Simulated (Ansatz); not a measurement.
# In(H2S)H3 (InH5S): inputs that go wrong

Aim: try 2 inputs for In(H2S)H3 (InH5S) as typed, read how each ends, and find what has to change.

Computed with Ansatz 0.2.0, Gaussian basis. Level: the settings change from run to run.

2 further runs of the same task are left out: 2 set aside as unsound or not needed. Runs told in other sessions of the task aren't counted.

### Step 1. The geometry

An earlier r2SCAN-D4 in a triple-zeta def2 set relaxation fixed the geometry. In takes a core potential in def2 sets; no spin-orbit term is included.

7 atoms, charge 0, spin multiplicity 1.

Atoms are counted from 1 here; the program's logs count them from 0.

Bond lengths: In1–S2 2.848 Å, In1–H5 1.726 Å, In1–H6 1.730 Å, In1–H7 1.726 Å, S2–H3 1.344 Å, S2–H4 1.344 Å. Angles: S2–In1–H5 94.0°, S2–In1–H6 94.8°, S2–In1–H7 94.0°, H5–In1–H6 119.2°, H5–In1–H7 120.0°, H6–In1–H7 119.1°, In1–S2–H3 94.5°, In1–S2–H4 94.5°, H3–S2–H4 92.3°.

Coordinates:

```mol
H5InS
  3D, bonds by distance, orders not assigned

  7  6  0  0  0  0  0  0  0  0999 V2000
    0.1217   -0.2019   -1.2019 In  0  0
    0.1538   -0.2683    1.6453 S   0  0
    0.5212    1.0178    1.7774 H   0  0
   -1.1493    0.0355    1.7721 H   0  0
    1.8421   -0.1858   -1.3420 H   0  0
   -0.7463    1.2914   -1.3033 H   0  0
   -0.7432   -1.6887   -1.3476 H   0  0
  1  2  8  0
  1  5  8  0
  1  6  8  0
  1  7  8  0
  2  3  8  0
  2  4  8  0
M  END
```

### Step 2. Attempt 1

in.yaml reads:

```yaml
crystal:
  periodic: [false, false, false]
  atoms:
    - {symbol: In, position_ang: [0.121722, -0.201920, -1.201930]}
    - {symbol: S, position_ang: [0.153761, -0.268328, 1.645341]}
    - {symbol: H, position_ang: [0.521202, 1.017816, 1.777408]}
    - {symbol: H, position_ang: [-1.149280, 0.035513, 1.772093]}
    - {symbol: H, position_ang: [1.842105, -0.185841, -1.341999]}
    - {symbol: H, position_ang: [-0.746290, 1.291430, -1.303323]}
    - {symbol: H, position_ang: [-0.743230, -1.688670, -1.347591]}
basis:
  gaussian: {orbitals: def2-TZVP, point_charges: [{charge: 1.00, position_ang: [5.371, 0.374, 0.662]}]}
magnetization: {spin_polarized: true, initial_magnetization: 3}
hamiltonian: {xc: {name: HF}}
correlation: {method: mp2}
scf: {lower_state_search: full}
output: {forces: true}
```

Started as:

```
> ansatz run in.yaml --threads 4 --pin off --events-out ev --progress --plain --max-ram 3916MiB
```

Standard output:

```text
Error: a molecule whose nuclei and cores have a total charge of 42 cannot have a net charge of 0 together with 3 unpaired electrons
```

Run time: 0.05 s. Hardware: 4 threads of Arm Neoverse V1, shared host.

Diagnosis: The program refused the input. The number of unpaired electrons doesn't fit the electron count. To mend it, make charge and initial_magnetization agree: an even electron count takes an even number of unpaired electrons, and remove the point charge.

### Step 3. Attempt 2

in.yaml reads:

```yaml
crystal:
  periodic: [false, false, false]
  atoms:
    - {symbol: In, position_ang: [0.218678, -0.194542, -1.079538]}
    - {symbol: S, position_ang: [0.328697, -0.233313, 1.557388]}
    - {symbol: H, position_ang: [0.513262, 1.167728, 1.875646]}
    - {symbol: H, position_ang: [-1.238587, 0.133119, 1.758015]}
    - {symbol: H, position_ang: [1.824918, -0.149794, -1.348955]}
    - {symbol: H, position_ang: [-0.659361, 1.156447, -1.318780]}
    - {symbol: H, position_ang: [-0.521076, -1.866875, -1.264453]}
basis:
  gaussian: {orbitals: def2-SVP}
magnetization: {spin_polarized: true, initial_magnetization: 2}
hamiltonian: {xc: {name: PBEsol}, pseudopotentials: {relativity: scalar}}
scf: {lower_state_search: light}
relax: {f_tol: 0.0001, max_steps: 1}
output: {forces: true}
```

The command is unchanged.

Standard output:

```text
Functional definition: PBEsol
  name "PBEsol"
  cite "Perdew et al., Phys. Rev. Lett. 100, 136406 (2008) doi:10.1103/PhysRevLett.100.136406"
  cite "Perdew, Burke & Ernzerhof, Phys. Rev. Lett. 77, 3865 (1996) doi:10.1103/PhysRevLett.77.3865"
  parent pbesol
  exchange = pbesol_x
  correlation = pbesol_c
811 factors; their error is unknown
mean field evaluation 1: about -16075.9804 eV, gradient 1.4e1 eV
mean field evaluation 2: about -16069.6711 eV, gradient 2.9e1 eV
mean field evaluation 4: about -16075.7253 eV, gradient 1.3e1 eV
mean field evaluation 8: about -16077.8734 eV, gradient 1.1e0 eV
mean field evaluation 16: about -16077.8674 eV, gradient 2.0e-3 eV
mean field evaluation 32: about -16074.3667 eV, gradient 9.2e0 eV
mean field evaluation 64: about -16077.6690 eV, gradient 1.1e0 eV
mean field -16077.86736976 eV, -590.8507278689 hartree, gradient 2.1e-5 eV, S^2 2.004456; 8 other end points of the search recorded, 0 dependent functions left out
the calculation of the forces begins
reference -16077.86741860 eV, -590.8507296637 hartree; 22, 20 occupied and 47, 49 virtual orbitals, 811 factors
relax step   1: F+E_penalty+E_count = -16077.86736976 eV  Δ(F+E_penalty+E_count) = +0.000e0 eV  max|allowed force component| = 2.059e0 eV/Å  Δτ_max = 0.0000 Å  (258 SCF iters, accepted)
Error: geometry relaxation did not converge after 1 steps: max|allowed force component| = 2.06e0 eV/Å (threshold 1.0e-4). Raise `relax.max_steps` over both its present limit and 1, loosen `relax.f_tol`, or start from a geometry closer to equilibrium. Where this run's directory can be resumed (`checkpoint.write`), a resume goes on for up to `relax.max_steps` more
```

Wall time 3.1 s (4 threads of Arm Neoverse V1, shared host).

**Diagnosis.** It stopped unconverged. The relaxation is allowed too few steps for its threshold. The start was also shaken off the relaxed geometry, so there is far to go. It also asks for charge 0 and multiplicity 3, another species or state than the molecule above. To mend it, raise relax.max_steps, and set charge and spin to those of the species named.

### Step 4. How the tries ended

| attempt | level | ended | cause | time |
| --- | --- | --- | --- | --- |
| 1 | MP2/def2-TZVP | refused | the number of unpaired electrons doesn't fit the electron count | 0.05 s |
| 2 | PBEsol/def2-SVP | not converged | the relaxation is allowed too few steps for its threshold | 3.1 s |

1 refused, 1 not converged. A refusal costs next to no computing time.
